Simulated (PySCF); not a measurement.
**C3H9Ga (trimethylgallium (TMGa)) at 6 levels**

Aim: a comparison of 6 runs (BHLYP/def2-SVP, CAM-B3LYP/def2-SVP, M06-2X/def2-SVP, PBE0/def2-SVP, r2SCAN/def2-SVP, wB97X/def2-SVP) of C3H9Ga (trimethylgallium (TMGa)). The job is set up through a Python script.

The results are computed with PySCF 2.14.0.

1 further run of the same task is left out (set aside as unsound or not needed).

### Step 1. The system as given

The species is C3H9Ga (13 atoms), meant as a singlet with charge 0. SMILES: `C[Ga](C)C`. Geometry: relaxed at PBE0-D4/def2-TZVP.

Bond lengths: C1–Ga2 1.976 Å, Ga2–C3 1.976 Å, Ga2–C4 1.976 Å, C1–H5 1.092 Å, C1–H6 1.096 Å, C1–H7 1.092 Å, C3–H8 1.092 Å, C3–H9 1.092 Å, C3–H10 1.096 Å, C4–H11 1.092 Å, C4–H12 1.096 Å, C4–H13 1.092 Å. Some angles: C1–Ga2–C3 119.7°, C1–Ga2–C4 120.1°, C3–Ga2–C4 120.1°, Ga2–C1–H5 111.9°, Ga2–C1–H6 109.2°, Ga2–C1–H7 112.2°, Ga2–C3–H8 111.9°, Ga2–C3–H9 112.2°, Ga2–C3–H10 109.2°, Ga2–C4–H11 112.0°.

### Step 2. The energy at BHLYP/def2-SVP (run 1)

Contents of calc.py:

```python
from pyscf import gto, dft

system = gto.Mole()
system.atom = [
    ('C', (-0.386610, 1.662740, -0.990030)),
    ('Ga', (0.030950, -0.015220, -0.033330)),
    ('C', (1.404300, -0.017040, 1.387570)),
    ('C', (-0.984810, -1.662120, -0.433110)),
    ('H', (0.495980, 2.295540, -1.105570)),
    ('H', (-1.118900, 2.235600, -0.410630)),
    ('H', (-0.822360, 1.479540, -1.974110)),
    ('H', (2.207150, 0.693340, 1.179140)),
    ('H', (1.838150, -1.007150, 1.540450)),
    ('H', (0.944020, 0.286540, 2.334210)),
    ('H', (-1.317660, -1.695390, -1.472580)),
    ('H', (-1.882270, -1.692900, 0.194460)),
    ('H', (-0.407960, -2.563490, -0.216480)),
]
system.max_memory = 1860
system.basis = 'def2-svp'
system.verbose = 3
system.build()

calc0 = dft.RKS(system, xc='bhandhlyp')
calc0.grids.level = 5
calc0.conv_tol = 1e-10
calc0.kernel()
if not calc0.converged:
    calc0 = calc0.newton().run(calc0.mo_coeff, calc0.mo_occ)

e_final = calc0.e_tot
print('Final energy', e_final)
```

On the command line:

```console
$ OMP_NUM_THREADS=1 python calc.py
```

Log:

```text
converged SCF energy = -2044.14809692907
Final energy -2044.1480969290662
```

Wall time 60 s (1 thread of Intel Xeon at 2.50GHz (Skylake/Cascade Lake), shared host); peak memory 0.67 GiB.

### Step 3. A single-point energy at CAM-B3LYP/def2-SVP (run 2)

Contents of run.py:

```python
from pyscf import gto, dft

mol = gto.M(
    atom='''
C     -0.730587     3.142123    -1.870886
Ga     0.058487    -0.028762    -0.062985
C      2.653742    -0.032201     2.622127
C     -1.861021    -3.140952    -0.818459
H      0.937266     4.337942    -2.089225
H     -2.114415     4.224672    -0.775978
H     -1.554035     2.795925    -3.730527
H      4.170909     1.310223     2.228252
H      3.473600    -1.903238     2.911029
H      1.783939     0.541482     4.411018
H     -2.490017    -3.203823    -2.782773
H     -3.556975    -3.199117     0.367476
H     -0.770933    -4.844294    -0.409088
''',
    max_memory=1860,
    charge=0,
    verbose=3,
    unit='bohr',
    basis='def2-svp',
    spin=0,
)

myscf = dft.RKS(mol)
myscf.xc = 'cam-b3lyp'
myscf.conv_tol = 1e-10
myscf.grids.level = 5
myscf.kernel()
if not myscf.converged:
    myscf = myscf.newton().run(myscf.mo_coeff, myscf.mo_occ)

etot = myscf.e_tot
print('E = %.10f Eh' % etot)
```

On the command line:

```console
$ OMP_NUM_THREADS=1 python run.py
```

Log:

```text
converged SCF energy = -2044.29433168122
E = -2044.2943316812 Eh
```

It took 94 s on 1 thread of Intel Xeon at 2.50GHz (Skylake/Cascade Lake), shared host; peak memory 0.68 GiB.

Runs 3 to 5 aren't shown in full; the table further down has their settings and results.

### Step 4. The energy at wB97X/def2-SVP (run 6)

Contents of job.py:

```python
# C[Ga](C)C
from pyscf import gto, dft

system = gto.Mole()
system.atom = '''
C   -0.386610   1.662740  -0.990030
Ga   0.030950  -0.015220  -0.033330
C    1.404300  -0.017040   1.387570
C   -0.984810  -1.662120  -0.433110
H    0.495980   2.295540  -1.105570
H   -1.118900   2.235600  -0.410630
H   -0.822360   1.479540  -1.974110
H    2.207150   0.693340   1.179140
H    1.838150  -1.007150   1.540450
H    0.944020   0.286540   2.334210
H   -1.317660  -1.695390  -1.472580
H   -1.882270  -1.692900   0.194460
H   -0.407960  -2.563490  -0.216480
'''
system.verbose = 3
system.max_memory = 1860
system.basis = 'def2-svp'
system.charge = 0
system.build()

ks = dft.RKS(system)
ks.xc = 'wb97x'
ks.grids.level = 5
ks.conv_tol = 1e-10
ks.kernel()
if not ks.converged:
    ks = ks.newton().run(ks.mo_coeff, ks.mo_occ)

etot = ks.e_tot
print('E(%s) = %.9f' % ('WB97X', etot))
```

On the command line:

```console
$ OMP_NUM_THREADS=1 python job.py
```

Log:

```text
converged SCF energy = -2044.27448153828
E(WB97X) = -2044.274481538
```

It took 84 s on 1 thread of Intel Xeon at 2.50GHz (Skylake/Cascade Lake), shared host; peak memory 0.67 GiB.

### Step 5. The series

| run | level | energy (Eh) | dipole moment (D) | HOMO energy (eV) | LUMO energy (eV) | wall time |
| --- | --- | --- | --- | --- | --- | --- |
| 1 | BHLYP/def2-SVP | -2044.148097 | 0.06 | -8.51 | 0.29 | 60 s |
| 2 | CAM-B3LYP/def2-SVP | -2044.294332 | 0.08 | -8.70 | 0.45 | 94 s |
| 3 | M06-2X/def2-SVP | -2044.180037 | 0.07 | -8.53 | 0.04 | 1.7 min |
| 4 | PBE0/def2-SVP | -2043.854287 | 0.09 | -7.38 | -0.46 | 62 s |
| 5 | r2SCAN/def2-SVP | -2044.168847 | 0.10 | -6.39 | -0.99 | 1.9 min |
| 6 | wB97X/def2-SVP | -2044.274482 | 0.08 | -9.74 | 1.44 | 84 s |

### Step 6. What came out

| quantity | value |
| --- | --- |
| run 6: total energy | -2044.27448 Eh |
| run 6: dipole moment | 0.08 D |
| run 6: HOMO energy | -9.74 eV |
| run 6: LUMO energy | 1.44 eV |
| run 6: HOMO–LUMO gap | 11.18 eV |

In words: The dipole moment (its size) runs from 0.06 D (BHLYP/def2-SVP) to 0.10 D (r2SCAN/def2-SVP). The HOMO–LUMO gap runs from 5.40 eV (r2SCAN/def2-SVP) to 11.18 eV (wB97X/def2-SVP). Totals of different functionals can't be ranked against each other. All runs together took 8.6 min, the longest 1.9 min.
